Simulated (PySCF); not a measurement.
# Changing the system itself: LiI

How does LiI answer to another spin, charge, distance or environment?

Program: PySCF 2.14.0. Level of theory: each script names its method and basis. These are calculated values, not measurements.

3 further runs of the same task are left out: 2 for a known fault of the program, 1 that didn't finish.

## (1) The starting structure

LiI: 2 atoms, charge 0, spin multiplicity 1.

Bond lengths: Li1–I2 2.413 Å.

## (2) Base script

Input file input.py:

```python
from pyscf import gto, scf, mcscf

mol = gto.M(
    atom='Li 0 0 0; I 0 0 2.413',
    basis='def2-svp',
    ecp={'I': 'def2-svp'},
    charge=0,
    spin=0,
    verbose=4,
)
mf = scf.ROHF(mol)
mf.kernel()
mc = mcscf.CASCI(mf, 5, 4)
mc.kernel()
mc.analyze()
mf.dip_moment()
print('orbital energies (hartree):', mf.mo_energy[..., max(0, mol.nelec[1]-3):mol.nelec[0]+3].round(4))
```

Launch:

```console
OMP_NUM_THREADS=1 python input.py
```

Its log is not repeated here.

Base result: E(SCF) = -304.178827 Eh, 10 cycles, E(CAS) − E(SCF) = -0.00032 Eh, μ = 7.90 D (of the SCF density).

The bond length is a typed value, not an optimised one.

## (3) Charge -1 (doublet)

Edit 1 changes charge: 0 → -1; spin (2S): 0 → 1; active space: 4 electrons in 5 orbitals → 7 electrons in 5 orbitals.

Input file input.py:

```python
from pyscf import gto, scf, mcscf

mol = gto.M(
    atom='Li 0 0 0; I 0 0 2.413',
    basis='def2-svp',
    ecp={'I': 'def2-svp'},
    charge=-1,
    spin=1,
    verbose=4,
)
mf = scf.ROHF(mol)
mf.kernel()
mc = mcscf.CASCI(mf, 5, 7)
mc.kernel()
mc.analyze()
mf.dip_moment()
print('orbital energies (hartree):', mf.mo_energy[..., max(0, mol.nelec[1]-3):mol.nelec[0]+3].round(4))
```

Launch:

```console
OMP_NUM_THREADS=1 python input.py
```

## (4) Charge +1 (doublet)

Edit 2 changes charge: 0 → 1; spin (2S): 0 → 1; active space: 4 electrons in 5 orbitals → 7 electrons in 5 orbitals.

Changes to input.py since step 2:

```diff
@@ -6,4 +6,4 @@
     ecp={'I': 'def2-svp'},
-    charge=0,
-    spin=0,
+    charge=1,
+    spin=1,
     verbose=4,
@@ -12,3 +12,3 @@
 mf.kernel()
-mc = mcscf.CASCI(mf, 5, 4)
+mc = mcscf.CASCI(mf, 5, 7)
 mc.kernel()
```

## (5) Charge -1 (doublet)

Edit 3 changes charge: 0 → -1; spin (2S): 0 → 1; active space: 4 electrons in 5 orbitals → 7 electrons in 6 orbitals.

Changes to input.py since step 2:

```diff
@@ -6,4 +6,4 @@
     ecp={'I': 'def2-svp'},
-    charge=0,
-    spin=0,
+    charge=-1,
+    spin=1,
     verbose=4,
@@ -12,3 +12,3 @@
 mf.kernel()
-mc = mcscf.CASCI(mf, 5, 4)
+mc = mcscf.CASCI(mf, 6, 7)
 mc.kernel()
```

## (6) Quintet

Edit 4 changes spin (2S): 0 → 4.

Changes to input.py since step 2:

```diff
@@ -7,3 +7,3 @@
     charge=0,
-    spin=0,
+    spin=4,
     verbose=4,
```

**Question.** What will these runs give? Wanted: for each run, E(SCF); from base; SCF dipole; after the SCF.

The runs gave:

| run | E(SCF) (hartree) | from base (eV) | cycles | SCF dipole (D) | after the SCF |
| --- | --- | --- | --- | --- | --- |
| base | -304.178827 | 0 | 10 | 7.90 | CASCI correlation -0.009 eV |
| charge -1 (doublet) | -304.190706 | -0.3232 | 11 | n/a | CASCI correlation -0.002 eV |
| charge +1 (doublet) | -303.892187 | +7.7999 | 9 | n/a | CASCI correlation -0.001 eV |
| charge -1 (doublet) | -304.190706 | -0.3232 | 11 | n/a | CASCI correlation -0.027 eV |
| quintet | -303.758649 | +11.4336 | 9 | 11.16 | n/a |

In words: At the SCF level, adding an electron (to the doublet) releases 0.32 eV at fixed geometry. At the SCF level, going to the doublet with one electron fewer costs 7.80 eV at fixed geometry. The quintet solution found lies 11.43 eV above the base singlet at this geometry and level.
